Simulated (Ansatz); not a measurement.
# C₂H₄BFO₂: one species, many methods

How much do the methods differ for C₂H₄BFO₂? The plan is to run it at one geometry with functionals of several rungs and with coupled cluster, and see how far each lands from CCSD(T) at the basis-set limit for the atomisation energy.

The runs use Ansatz 0.2.0, Gaussian basis; functionals in def2-TZVPP, the program's frozen cores in correlated methods.

The runs, in order: PBE-D4, r2SCAN-D4, PBE0-D4, B3LYP-D4, ωB97X-V, ωB97M-V, B2PLYP; CCSD(T)/def2-TZVPP; MP2/def2-QZVPP; extrapolation to the limit.

## Step 1: Structure used throughout

The geometry comes from an earlier relaxation with PBE0-D4 in a triple-zeta def2 set; it is a stationary point, not always the lowest conformer.

SMILES `BC(F)OC=O`, 10 atoms, charge 0, spin multiplicity 1.

Atoms are counted from 1 here; the program's logs count them from 0.

Bond lengths: B1–C2 1.567 Å, B1–H7 1.192 Å, B1–H8 1.191 Å, C2–F3 1.373 Å, C2–O4 1.414 Å, C2–H9 1.105 Å, O4–C5 1.347 Å, C5–O6 1.191 Å, C5–H10 1.098 Å. Angles: C2–B1–H7 118.2°, C2–B1–H8 119.8°, H7–B1–H8 121.8°, B1–C2–F3 114.6°, B1–C2–O4 112.0°, B1–C2–H9 107.4°, F3–C2–O4 107.6°, F3–C2–H9 106.6°, O4–C2–H9 108.3°, C2–O4–C5 116.1°, O4–C5–O6 125.9°, O4–C5–H10 108.8°, O6–C5–H10 125.4°.

## Step 2: PBE-D4 (GGA)

Input file in.yaml:

```yaml
crystal:
  periodic: [false, false, false]
  atoms:
    - {symbol: B, position_ang: [0.273460, -1.771558, 0.251343]}
    - {symbol: C, position_ang: [-0.034554, -0.254498, 0.491870]}
    - {symbol: F, position_ang: [0.304502, 0.207235, 1.739226]}
    - {symbol: O, position_ang: [0.604036, 0.573944, -0.459484]}
    - {symbol: C, position_ang: [-0.052051, 1.699922, -0.801149]}
    - {symbol: O, position_ang: [-1.137938, 2.014955, -0.427989]}
    - {symbol: H, position_ang: [0.259483, -2.178250, -0.868799]}
    - {symbol: H, position_ang: [0.419745, -2.499895, 1.181827]}
    - {symbol: H, position_ang: [-1.127111, -0.119650, 0.391897]}
    - {symbol: H, position_ang: [0.573429, 2.276595, -1.495840]}
basis:
  gaussian: {orbitals: def2-TZVPP}
hamiltonian: {xc: pbe, dispersion: d4}
output: {forces: true, orbitals: {seedname: orbitals}}
```

Started as:

```
ansatz run in.yaml --threads 4 --pin off --events-out ev --progress --plain --max-ram 10444MiB
```

After this run come: r2SCAN-D4 (meta-GGA); PBE0-D4 (hybrid); B3LYP-D4 (hybrid); ωB97X-V (range-separated); ωB97M-V (range-separated); B2PLYP (double hybrid); CCSD(T) in def2-TZVPP; MP2 in def2-QZVPP.

Q: Predict the results of all the runs planned. Wanted: atomisation energy, CCSD(T)/CBS; farthest; mean size of error, hybrid; mean size of error, range-separated; gap, smallest and largest; T1 diagnostic; triples share of the correlation energy.

**Answer**, as computed:

| quantity | value |
| --- | --- |
| atomisation energy, CCSD(T)/CBS | 4016.2 kJ/mol |
| functionals within 20.1 kJ/mol (0.5 %) | B3LYP-D4, B2PLYP |
| farthest | PBE-D4 (+172.7 kJ/mol) |
| mean size of error, hybrid | 26.4 kJ/mol |
| mean size of error, range-separated | 31.5 kJ/mol |
| gap, smallest and largest | 3.84 eV (PBE-D4), 11.21 eV (ωB97X-V) |
| T1 diagnostic | 0.0149 |
| triples share of the correlation energy | 3.8 % |

In words: PBE-D4 is off by +172.7 kJ/mol. Double hybrids carry the basis error of their MP2 part in triple zeta, and no dispersion term here, so their miss is partly the set-up's. Misses under about 20.1 kJ/mol are within the doubt on the reference itself, which lacks core-valence correlation, relativity and higher excitations. Hartree-Fock recovers 70 % of the binding; the rest is correlation. The gap grows from 3.8 to 11.2 eV across the functionals, mostly with the share of exact exchange.
